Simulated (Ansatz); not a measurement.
# C2H5NSiTe: geometry optimisation

Aim: relax C2H5NSiTe at this level.

Method: RKS r2SCAN0-D4/def2-SVP; program: Ansatz 0.2.0.

## 1. The starting structure

SMILES `[TeH]C1N=C[SiH2]1`, 10 atoms, charge 0, spin multiplicity 1.

Atoms are counted from 1 here; the program's logs count them from 0.

Bond lengths: Te1–C2 2.190 Å, Te1–H6 1.684 Å, C2–N3 1.488 Å, C2–Si5 1.929 Å, C2–H7 1.107 Å, N3–C4 1.302 Å, C4–Si5 1.897 Å, C4–H8 1.107 Å, Si5–H9 1.508 Å, Si5–H10 1.507 Å. Angles: C2–Te1–H6 93.3°, Te1–C2–N3 113.6°, Te1–C2–Si5 115.9°, Te1–C2–H7 105.9°, N3–C2–Si5 89.4°, N3–C2–H7 111.6°, Si5–C2–H7 119.8°, C2–N3–C4 103.7°, N3–C4–Si5 96.8°, N3–C4–H8 121.1°, Si5–C4–H8 142.1°, C2–Si5–C4 70.1°, C2–Si5–H9 116.7°, C2–Si5–H10 119.8°, C4–Si5–H9 117.8°, C4–Si5–H10 120.0°, H9–Si5–H10 108.5°.

Coordinates:

```xyz
10
C2H5NSiTe
Te   -1.3949    1.8605    0.9334
C     0.2623    0.5123    0.4533
N     0.0860   -0.8639    0.9917
C     0.0752   -1.6126   -0.0735
Si    0.2708   -0.2101   -1.3352
H    -0.9594    1.9759    2.5556
H     1.1736    0.9948    0.8566
H    -0.0346   -2.7120    0.0002
H    -0.9156    0.1228   -2.2052
H     1.5196   -0.1188   -2.1739
```

## 2. Relaxation

The input, input.yaml:

```yaml
crystal:
  periodic: [false, false, false]
  atoms:
    - { symbol: Te, position_ang: [-1.394874, 1.860507, 0.933438] }
    - { symbol: C, position_ang: [0.26229, 0.512314, 0.453255] }
    - { symbol: "N", position_ang: [0.085982, -0.863851, 0.991715] }
    - { symbol: C, position_ang: [0.0752, -1.612594, -0.073533] }
    - { symbol: Si, position_ang: [0.270845, -0.210147, -1.335168] }
    - { symbol: H, position_ang: [-0.959445, 1.975852, 2.55561] }
    - { symbol: H, position_ang: [1.173645, 0.994798, 0.85656] }
    - { symbol: H, position_ang: [-0.034601, -2.712018, 0.000187] }
    - { symbol: H, position_ang: [-0.915558, 0.122754, -2.205172] }
    - { symbol: H, position_ang: [1.519616, -0.118817, -2.173892] }
basis:
  gaussian: { orbitals: def2-SVP }
hamiltonian:
  xc: { name: r2SCAN0 }
  dispersion: d4
output:
  forces: true
relax:
  f_tol: 0.003
  max_steps: 120
```

On the command line:

```
$ ansatz run input.yaml --threads 1 --pin off --max-ram 2560MiB --backend cpu --events-out ev --progress --plain --runs-dir out
```

The program printed:

```text
Warning: RAYON_NUM_THREADS=1 ignored (pool sized by the plan → 1); use --threads N
The last accepted step is kept in <dir> (removed where the run ends without a failure and the disk answers)
Engine: ansatz 0.2.0, aarch64-unknown-linux-gnu
Functional definition: r2SCAN0
  parameter a = 0.25
  parameter k0 = 0.174
  parameter k1 = 0.065
  parameter a1 = 4.9479
  exchange = (1 - a)*r2scan_x(k0 = k0, k1 = k1, a1 = a1) + a*exact_x
  correlation = r2scan_c
1319 factors; integrals over basis functions are off by at most 4.1e-4 eV
mean field evaluation 1: about -18803.4512 eV, gradient 3.8e1 eV
mean field evaluation 2: about -18797.5406 eV, gradient 6.0e1 eV
mean field evaluation 4: about -18807.2817 eV, gradient 4.9e0 eV
mean field evaluation 8: about -18807.3755 eV, gradient 7.9e-2 eV
mean field evaluation 16: about -18807.3755 eV, gradient 2.3e-5 eV
mean field -18807.37554388 eV, -691.1583031406 hartree, gradient 2.3e-5 eV, S^2 0.000000; 0 other end points of the search recorded, 0 dependent functions left out
the calculation of the forces begins
reference -18807.37555191 eV, -691.1583034355 hartree; 31, 31 occupied and 80, 80 virtual orbitals, 1319 factors
relax step   1: F+E_penalty+E_count = -18807.46021729 eV  Δ(F+E_penalty+E_count) = +0.000e0 eV  max|allowed force component| = 1.218e0 eV/Å  Δτ_max = 0.0000 Å  (28 SCF iters, accepted)
these checks for a lower state are left out or cut short: starts, cluster_reference, orbital_swaps, neighbouring_geometries, increment
1319 factors; integrals over basis functions are off by at most 3.9e-4 eV
mean field -18807.41445314 eV, -691.1597330294 hartree, gradient 1.7e-5 eV, S^2 0.000000; 0 other end points of the search recorded, 0 dependent functions left out
the calculation of the forces begins
reference -18807.41446112 eV, -691.1597333226 hartree; 31, 31 occupied and 80, 80 virtual orbitals, 1319 factors
relax step   2: F+E_penalty+E_count = -18807.49948124 eV  Δ(F+E_penalty+E_count) = -3.926e-2 eV  max|allowed force component| = 3.620e-1 eV/Å  Δτ_max = 0.0545 Å  (33 SCF iters, accepted)
these checks for a lower state are left out or cut short: starts, cluster_reference, orbital_swaps, neighbouring_geometries, increment
1319 factors; integrals over basis functions are off by at most 3.8e-4 eV
mean field -18807.42005313 eV, -691.1599388252 hartree, gradient 1.6e-5 eV, S^2 0.000000; 0 other end points of the search recorded, 0 dependent functions left out
the calculation of the forces begins
reference -18807.42006110 eV, -691.1599391182 hartree; 31, 31 occupied and 80, 80 virtual orbitals, 1319 factors
relax step   3: F+E_penalty+E_count = -18807.50500338 eV  Δ(F+E_penalty+E_count) = -5.522e-3 eV  max|allowed force component| = 1.113e-1 eV/Å  Δτ_max = 0.0185 Å  (34 SCF iters, accepted)
these checks for a lower state are left out or cut short: starts, cluster_reference, orbital_swaps, neighbouring_geometries, increment
1319 factors; integrals over basis functions are off by at most 3.8e-4 eV
mean field evaluation 32: about -18807.3757 eV, gradient 1.3e0 eV
mean field -18807.42101103 eV, -691.1599740275 hartree, gradient 1.6e-5 eV, S^2 0.000000; 0 other end points of the search recorded, 0 dependent functions left out
the calculation of the forces begins
reference -18807.42101901 eV, -691.1599743207 hartree; 31, 31 occupied and 80, 80 virtual orbitals, 1319 factors
relax step   4: F+E_penalty+E_count = -18807.50594391 eV  Δ(F+E_penalty+E_count) = -9.405e-4 eV  max|allowed force component| = 6.557e-2 eV/Å  Δτ_max = 0.0171 Å  (33 SCF iters, accepted)
these checks for a lower state are left out or cut short: starts, cluster_reference, orbital_swaps, neighbouring_geometries, increment
1319 factors; integrals over basis functions are off by at most 3.8e-4 eV
mean field -18807.42057680 eV, -691.1599580700 hartree, gradient 1.6e-5 eV, S^2 0.000000; 0 other end points of the search recorded, 0 dependent functions left out
the calculation of the forces begins
reference -18807.42058478 eV, -691.1599583632 hartree; 31, 31 occupied and 80, 80 virtual orbitals, 1319 factors
relax step   5: F+E_penalty+E_count = -18807.50552385 eV  Δ(F+E_penalty+E_count) = +4.201e-4 eV  max|allowed force component| = 1.851e-1 eV/Å  Δτ_max = 0.0149 Å  (35 SCF iters, rejected (line search))
these checks for a lower state are left out or cut short: starts, cluster_reference, orbital_swaps, neighbouring_geometries, increment
1319 factors; integrals over basis functions are off by at most 3.8e-4 eV
mean field -18807.42144947 eV, -691.1599901398 hartree, gradient 1.9e-5 eV, S^2 0.000000; 0 other end points of the search recorded, 0 dependent functions left out
the calculation of the forces begins
reference -18807.42145744 eV, -691.1599904329 hartree; 31, 31 occupied and 80, 80 virtual orbitals, 1319 factors
relax step   6: F+E_penalty+E_count = -18807.50638328 eV  Δ(F+E_penalty+E_count) = -4.394e-4 eV  max|allowed force component| = 1.466e-2 eV/Å  Δτ_max = 0.0074 Å  (28 SCF iters, accepted)
these checks for a lower state are left out or cut short: starts, cluster_reference, orbital_swaps, neighbouring_geometries, increment
1319 factors; integrals over basis functions are off by at most 3.8e-4 eV
mean field -18807.42149240 eV, -691.1599917177 hartree, gradient 1.7e-5 eV, S^2 0.000000; 0 other end points of the search recorded, 0 dependent functions left out
the calculation of the forces begins
reference -18807.42150038 eV, -691.1599920108 hartree; 31, 31 occupied and 80, 80 virtual orbitals, 1319 factors
relax step   7: F+E_penalty+E_count = -18807.50642952 eV  Δ(F+E_penalty+E_count) = -4.624e-5 eV  max|allowed force component| = 3.755e-2 eV/Å  Δτ_max = 0.0107 Å  (26 SCF iters, accepted)
these checks for a lower state are left out or cut short: starts, cluster_reference, orbital_swaps, neighbouring_geometries, increment
1319 factors; integrals over basis functions are off by at most 3.8e-4 eV
mean field -18807.42160746 eV, -691.1599959457 hartree, gradient 1.7e-5 eV, S^2 0.000000; 0 other end points of the search recorded, 0 dependent functions left out
the calculation of the forces begins
reference -18807.42161543 eV, -691.1599962389 hartree; 31, 31 occupied and 80, 80 virtual orbitals, 1319 factors
relax step   8: F+E_penalty+E_count = -18807.50655564 eV  Δ(F+E_penalty+E_count) = -1.261e-4 eV  max|allowed force component| = 2.665e-2 eV/Å  Δτ_max = 0.0131 Å  (26 SCF iters, accepted)
these checks for a lower state are left out or cut short: starts, cluster_reference, orbital_swaps, neighbouring_geometries, increment
1319 factors; integrals over basis functions are off by at most 3.8e-4 eV
mean field evaluation 64: about -18807.3807 eV, gradient 4.4e-1 eV
mean field -18807.42166819 eV, -691.1599981776 hartree, gradient 2.7e-5 eV, S^2 0.000000; 0 other end points of the search recorded, 0 dependent functions left out
the calculation of the forces begins
reference -18807.42167617 eV, -691.1599984709 hartree; 31, 31 occupied and 80, 80 virtual orbitals, 1319 factors
relax step   9: F+E_penalty+E_count = -18807.50660753 eV  Δ(F+E_penalty+E_count) = -5.189e-5 eV  max|allowed force component| = 3.186e-2 eV/Å  Δτ_max = 0.0137 Å  (26 SCF iters, accepted)
these checks for a lower state are left out or cut short: starts, cluster_reference, orbital_swaps, neighbouring_geometries, increment
1319 factors; integrals over basis functions are off by at most 3.8e-4 eV
mean field -18807.42171112 eV, -691.1599997555 hartree, gradient 2.1e-5 eV, S^2 0.000000; 0 other end points of the search recorded, 0 dependent functions left out
the calculation of the forces begins
reference -18807.42171911 eV, -691.1600000488 hartree; 31, 31 occupied and 80, 80 virtual orbitals, 1319 factors
relax step  10: F+E_penalty+E_count = -18807.50666107 eV  Δ(F+E_penalty+E_count) = -5.354e-5 eV  max|allowed force component| = 1.415e-2 eV/Å  Δτ_max = 0.0062 Å  (25 SCF iters, accepted)
these checks for a lower state are left out or cut short: starts, cluster_reference, orbital_swaps, neighbouring_geometries, increment
1319 factors; integrals over basis functions are off by at most 3.8e-4 eV
mean field -18807.42172283 eV, -691.1600001855 hartree, gradient 2.0e-5 eV, S^2 0.000000; 0 other end points of the search recorded, 0 dependent functions left out
the calculation of the forces begins
reference -18807.42173081 eV, -691.1600004789 hartree; 31, 31 occupied and 80, 80 virtual orbitals, 1319 factors
relax step  11: F+E_penalty+E_count = -18807.50667754 eV  Δ(F+E_penalty+E_count) = -1.647e-5 eV  max|allowed force component| = 6.546e-3 eV/Å  Δτ_max = 0.0048 Å  (26 SCF iters, accepted)
these checks for a lower state are left out or cut short: starts, cluster_reference, orbital_swaps, neighbouring_geometries, increment
1319 factors; integrals over basis functions are off by at most 3.8e-4 eV
mean field -18807.42172869 eV, -691.1600004009 hartree, gradient 2.1e-5 eV, S^2 0.000000; 0 other end points of the search recorded, 0 dependent functions left out
the calculation of the forces begins
reference -18807.42173667 eV, -691.1600006943 hartree; 31, 31 occupied and 80, 80 virtual orbitals, 1319 factors
relax step  12: F+E_penalty+E_count = -18807.50668914 eV  Δ(F+E_penalty+E_count) = -1.160e-5 eV  max|allowed force component| = 4.756e-3 eV/Å  Δτ_max = 0.0043 Å  (25 SCF iters, accepted)
these checks for a lower state are left out or cut short: starts, cluster_reference, orbital_swaps, neighbouring_geometries, increment
1319 factors; integrals over basis functions are off by at most 3.8e-4 eV
mean field -18807.42172506 eV, -691.1600002677 hartree, gradient 7.1e-5 eV, S^2 0.000000; 0 other end points of the search recorded, 0 dependent functions left out
the calculation of the forces begins
reference -18807.42173304 eV, -691.1600005611 hartree; 31, 31 occupied and 80, 80 virtual orbitals, 1319 factors
relax step  13: F+E_penalty+E_count = -18807.50669178 eV  Δ(F+E_penalty+E_count) = -2.641e-6 eV  max|allowed force component| = 3.870e-3 eV/Å  Δτ_max = 0.0015 Å  (22 SCF iters, accepted)
these checks for a lower state are left out or cut short: starts, cluster_reference, orbital_swaps, neighbouring_geometries, increment
1319 factors; integrals over basis functions are off by at most 3.8e-4 eV
mean field -18807.42172527 eV, -691.1600002753 hartree, gradient 8.9e-5 eV, S^2 0.000000; 0 other end points of the search recorded, 0 dependent functions left out
the calculation of the forces begins
reference -18807.42173325 eV, -691.1600005688 hartree; 31, 31 occupied and 80, 80 virtual orbitals, 1319 factors
relax step  14: F+E_penalty+E_count = -18807.50669356 eV  Δ(F+E_penalty+E_count) = -1.778e-6 eV  max|allowed force component| = 3.058e-3 eV/Å  Δτ_max = 0.0018 Å  (22 SCF iters, accepted)
these checks for a lower state are left out or cut short: starts, cluster_reference, orbital_swaps, neighbouring_geometries, increment
1319 factors; integrals over basis functions are off by at most 3.8e-4 eV
mean field evaluation 96: about -18807.3816 eV, gradient 1.8e-1 eV
mean field -18807.42172566 eV, -691.1600002897 hartree, gradient 6.0e-5 eV, S^2 0.000000; 0 other end points of the search recorded, 0 dependent functions left out
the calculation of the forces begins
reference -18807.42173364 eV, -691.1600005831 hartree; 31, 31 occupied and 80, 80 virtual orbitals, 1319 factors
relax step  15: F+E_penalty+E_count = -18807.50669400 eV  Δ(F+E_penalty+E_count) = -4.404e-7 eV  max|allowed force component| = 6.186e-4 eV/Å  Δτ_max = 0.0010 Å  (21 SCF iters, accepted)
1319 factors; integrals over basis functions are off by at most 3.8e-4 eV
mean field -18807.42172566 eV, -691.1600002897 hartree, gradient 6.0e-5 eV, S^2 0.000000; 1 other end points of the search recorded, 0 dependent functions left out
the calculation of the forces begins
reference -18807.42173364 eV, -691.1600005831 hartree; 31, 31 occupied and 80, 80 virtual orbitals, 1319 factors
Total energy: -18807.50670198 eV, -691.1631231119 hartree
Atom 0 at    -1.368120     1.854381     0.934971 Å, force    -0.000619     0.000361    -0.000265 eV/Å
Atom 1 at     0.265154     0.529214     0.432927 Å, force     0.000325    -0.000062     0.000415 eV/Å
Atom 2 at     0.098467    -0.832044     0.972513 Å, force     0.000022     0.000177     0.000019 eV/Å
Atom 3 at     0.063382    -1.586532    -0.065864 Å, force     0.000183    -0.000117     0.000345 eV/Å
Atom 4 at     0.260238    -0.207789    -1.327163 Å, force    -0.000027     0.000004    -0.000597 eV/Å
Atom 5 at    -0.970876     1.881429     2.544326 Å, force     0.000374    -0.000281    -0.000331 eV/Å
Atom 6 at     1.174237     1.002422     0.818761 Å, force     0.000029    -0.000147     0.000463 eV/Å
Atom 7 at    -0.048137    -2.670997     0.030213 Å, force    -0.000038     0.000245    -0.000339 eV/Å
Atom 8 at    -0.898428     0.121241    -2.201723 Å, force    -0.000099    -0.000103     0.000222 eV/Å
Atom 9 at     1.507182    -0.142527    -2.135961 Å, force    -0.000150    -0.000079     0.000068 eV/Å
Dipole moment:     0.178302    -0.052134    -0.358272 e Å
```

Wall time 2.4 min (1 thread of Arm Neoverse V2, shared host); peak memory 0.3 GiB.

Relaxation path:

| step | energy from step 1 (eV) | largest force component (eV/Å) |
| --- | --- | --- |
| 1 | 0.0000 | 1.2178 |
| 2 | -0.0393 | 0.3620 |
| 3 | -0.0448 | 0.1113 |
| 4 | -0.0457 | 0.0656 |
| 5 | -0.0453 | 0.1850 |
| 6 | -0.0462 | 0.0147 |
| 7 | -0.0462 | 0.0376 |
| 8 | -0.0463 | 0.0266 |
| 9 | -0.0464 | 0.0319 |
| 10 | -0.0464 | 0.0141 |
| 11 | -0.0465 | 0.0065 |
| 12 | -0.0465 | 0.0048 |
| 13 | -0.0465 | 0.0039 |
| 14 | -0.0465 | 0.0031 |
| 15 | -0.0465 | 0.0006 |

Distances of close pairs at the start and the end, largest changes first:

| bond | before (Å) | after (Å) | change (Å) |
| --- | --- | --- | --- |
| Te1–C2 | 2.190 | 2.162 | -0.027 |
| Te1–H6 | 1.684 | 1.658 | -0.026 |
| C2–Si5 | 1.929 | 1.908 | -0.021 |
| Si5–H9 | 1.508 | 1.488 | -0.020 |
| Si5–H10 | 1.507 | 1.488 | -0.019 |
| N3–C4 | 1.302 | 1.284 | -0.018 |
| C4–Si5 | 1.897 | 1.879 | -0.018 |
| C2–N3 | 1.488 | 1.474 | -0.014 |

## 3. Results

| quantity | value |
| --- | --- |
| energy gained | 0.0465 eV |
| root mean square move | 0.045 Å |
| dipole moment | 1.94 D |

In words: Bond lengths: Te1–C2 2.162 Å, Te1–H6 1.658 Å, C2–N3 1.474 Å, C2–Si5 1.908 Å, C2–H7 1.095 Å, N3–C4 1.284 Å, C4–Si5 1.879 Å, C4–H8 1.094 Å, Si5–H9 1.488 Å, Si5–H10 1.488 Å. Angles: C2–Te1–H6 93.1°, Te1–C2–N3 113.3°, Te1–C2–Si5 116.7°, Te1–C2–H7 106.3°, N3–C2–Si5 88.9°, N3–C2–H7 111.3°, Si5–C2–H7 119.6°, C2–N3–C4 104.5°, N3–C4–Si5 96.2°, N3–C4–H8 120.9°, Si5–C4–H8 142.8°, C2–Si5–C4 70.4°, C2–Si5–H9 117.3°, C2–Si5–H10 118.8°, C4–Si5–H9 118.4°, C4–Si5–H10 119.0°, H9–Si5–H10 108.9°. No frequencies were computed here.
